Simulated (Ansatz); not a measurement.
# HfZnO3: the cost of one run

Computed with Ansatz 0.2.0 (DFT PBEsol, scalar-relativistic, plane waves, PAW, unless a step's input says otherwise).

1 further run of the same task is left out (set aside as unsound or not needed).

### Step 1. Starting point

It takes space group Pm-3m (No. 221, cubic). The conventional cell has a = 4.048 Å, b = 4.048 Å, c = 4.048 Å, α = 90.00°, β = 90.00°, γ = 90.00°. Hf (site symmetry m-3m) is surrounded by 6 O at 2.02 Å. Around Zn (site symmetry m-3m) lie 12 O at 2.86 Å. O (site symmetry 4/mmm) is surrounded by 2 Hf at 2.02 Å and 4 Zn at 2.86 Å.

Coordinates:

```cif
data_structure
_symmetry_space_group_name_H-M 'P 1'
_symmetry_Int_Tables_number 1
_cell_length_a 4.0484
_cell_length_b 4.0484
_cell_length_c 4.0484
_cell_angle_alpha 90.000
_cell_angle_beta 90.000
_cell_angle_gamma 90.000
_cell_volume 66.35
loop_
_atom_site_label
_atom_site_type_symbol
_atom_site_fract_x
_atom_site_fract_y
_atom_site_fract_z
_atom_site_occupancy
Hf1 Hf 0.50000 0.50000 0.50000 1
Zn1 Zn 0.00000 0.00000 0.00000 1
O1 O 0.50000 0.50000 0.00000 1
O2 O 0.00000 0.50000 0.50000 1
O3 O 0.50000 0.00000 0.50000 1
```

The cell was made up by rule, so the compound may not exist in this form.

It is the result of an earlier relaxation at this level (volume 13.27 Å³/atom; gap on the mesh: none (metal)).

The cell was built by a swap of Sr by Zn in SrHfO3; it need not be the stable form of this composition.

### Step 2. Elastic constants, atoms clamped

input.yaml

```yaml
crystal:
  lattice:
    - [4.0484332706, 0.0, 0.0]
    - [0.0, 4.0484332706, 0.0]
    - [0.0, 0.0, 4.0484332706]
  atoms:
    - { symbol: Hf, position: [0.5, 0.5, 0.5] }
    - { symbol: Zn, position: [0.0, 0.0, 0.0] }
    - { symbol: O, position: [0.5, 0.5, 0.0] }
    - { symbol: O, position: [0.0, 0.5, 0.5] }
    - { symbol: O, position: [0.5, 0.0, 0.5] }
basis:
  ecutwfc: 420
kpoints:
  mp_grid: { grid: [10, 10, 10] }
hamiltonian:
  xc: pbesol
scf:
  occupations: { method: fermi_dirac, width: 0.15 }
output:
  forces: true
  stress: true
  eigenvalues: true
elastic:
  mode: clamped_ion
  amplitude: 0.005
```

What time and memory should one allow on 1 thread of an x86-64 CPU, shared host?

About 2.2 min, with a peak of 0.7 GiB.
